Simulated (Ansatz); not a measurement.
# AlClH4OSi: up Jacob's ladder to CCSD(T)

The task here is to estimate one member of a computed series from the others.

The runs use Ansatz 0.2.0, Gaussian basis; functionals in def2-TZVPP, the program's frozen cores in correlated methods.

The runs, in order: LDA (SPW92), PBE-D4, revPBE-D4, BLYP-D4, r2SCAN-D4, B97M-V, PBE0-D4, B3LYP-D4, r2SCANh-D4, r2SCAN0-D4, HSE06-D4, BHLYP-D4, CAM-B3LYP-D4, LC-ωPBE, ωB97X-V, ωB97M-V, B2PLYP, PBE-QIDH; CCSD(T)/def2-SVP; CCSD(T)/def2-TZVPP; MP2/def2-QZVPP; extrapolation to the limit; RPA on PBE.

### The geometry

All runs share one geometry, relaxed beforehand with PBE0-D4 in a triple-zeta def2 set.

SMILES `[OH][Al]([SiH3])[Cl]`, 8 atoms, charge 0, spin multiplicity 1.

Atoms are counted from 1 here; the program's logs count them from 0.

Bond lengths: O1–Al2 1.687 Å, O1–H5 0.956 Å, Al2–Si3 2.433 Å, Al2–Cl4 2.104 Å, Si3–H6 1.489 Å, Si3–H7 1.487 Å, Si3–H8 1.489 Å. Angles: Al2–O1–H5 124.3°, O1–Al2–Si3 119.0°, O1–Al2–Cl4 118.8°, Si3–Al2–Cl4 122.2°, Al2–Si3–H6 110.4°, Al2–Si3–H7 111.1°, Al2–Si3–H8 110.2°, H6–Si3–H7 108.6°, H6–Si3–H8 108.1°, H7–Si3–H8 108.5°.

Set-up of the first run:

File in.yaml:

```yaml
crystal:
  periodic: [false, false, false]
  atoms:
    - {symbol: O, position_ang: [0.311767, 1.846842, -1.156413]}
    - {symbol: Al, position_ang: [-0.179834, 0.251078, -0.913700]}
    - {symbol: Si, position_ang: [0.138840, -0.759959, 1.275844]}
    - {symbol: Cl, position_ang: [-1.043496, -0.798233, -2.519719]}
    - {symbol: H, position_ang: [0.228150, 2.316378, -1.985510]}
    - {symbol: H, position_ang: [-0.544848, 0.045955, 2.324205]}
    - {symbol: H, position_ang: [-0.407391, -2.142952, 1.310346]}
    - {symbol: H, position_ang: [1.588812, -0.816208, 1.609049]}
basis:
  gaussian: {orbitals: def2-TZVPP}
hamiltonian: {xc: lda}
output: {orbitals: {seedname: orbitals}}
```

Command:

```sh
ansatz run in.yaml --threads 2 --pin off --events-out ev --progress --plain --max-ram 4352MiB
```

Among the steps run: LDA; PBE-D4 (GGA); revPBE-D4 (GGA); BLYP-D4 (GGA); r2SCAN-D4 (meta-GGA); B97M-V (meta-GGA); B3LYP-D4 (hybrid); r2SCANh-D4 (hybrid); r2SCAN0-D4 (hybrid); HSE06-D4 (hybrid); BHLYP-D4 (hybrid); CAM-B3LYP-D4 (range-separated); LC-ωPBE (range-separated); ωB97X-V (range-separated); ωB97M-V (range-separated); B2PLYP (double hybrid); PBE-QIDH (double hybrid).

One of the session's tables, all rows but one given; the rest of the session is left out.

It belongs to the step «Orbital energies across the functionals». 

| functional | HOMO (eV) | LUMO (eV) | gap (eV) |
| --- | --- | --- | --- |
| LDA (SPW92) | -7.19 | -2.27 | 4.92 |
| PBE-D4 | -7.08 | -2.07 | 5.01 |
| revPBE-D4 | -7.04 | -1.98 | 5.06 |
| BLYP-D4 | -6.93 | -1.91 | 5.02 |
| r2SCAN-D4 | -7.34 | -1.86 | 5.48 |
| B97M-V | -7.40 | -2.03 | 5.38 |
| PBE0-D4 | -8.22 | -1.32 | 6.89 |
| B3LYP-D4 | -8.01 | -1.49 | 6.52 |
| r2SCANh-D4 | -7.75 | -1.59 | 6.16 |
| r2SCAN0-D4 | ? | ? | ? |
| HSE06-D4 | -7.82 | -1.69 | 6.13 |
| BHLYP-D4 | -9.23 | -0.50 | 8.73 |
| CAM-B3LYP-D4 | -9.49 | -0.31 | 9.18 |
| LC-ωPBE | -10.80 | 0.73 | 11.53 |
| ωB97X-V | -10.48 | 0.63 | 11.11 |
| ωB97M-V | -10.22 | 0.38 | 10.60 |

Estimate the missing values for r2SCAN0-D4.

Worked estimate for «HOMO (eV)». Against the share of exact exchange, r2SCAN-D4 (0, -7.34), r2SCANh-D4 (0.1, -7.75) give a slope of -4.10 per unit share; at 0.25 the line stands at -8.36.

As computed: HOMO (eV): -8.37; LUMO (eV): -1.20; gap (eV): 7.17. In «HOMO (eV)» the line misses by +0.01.
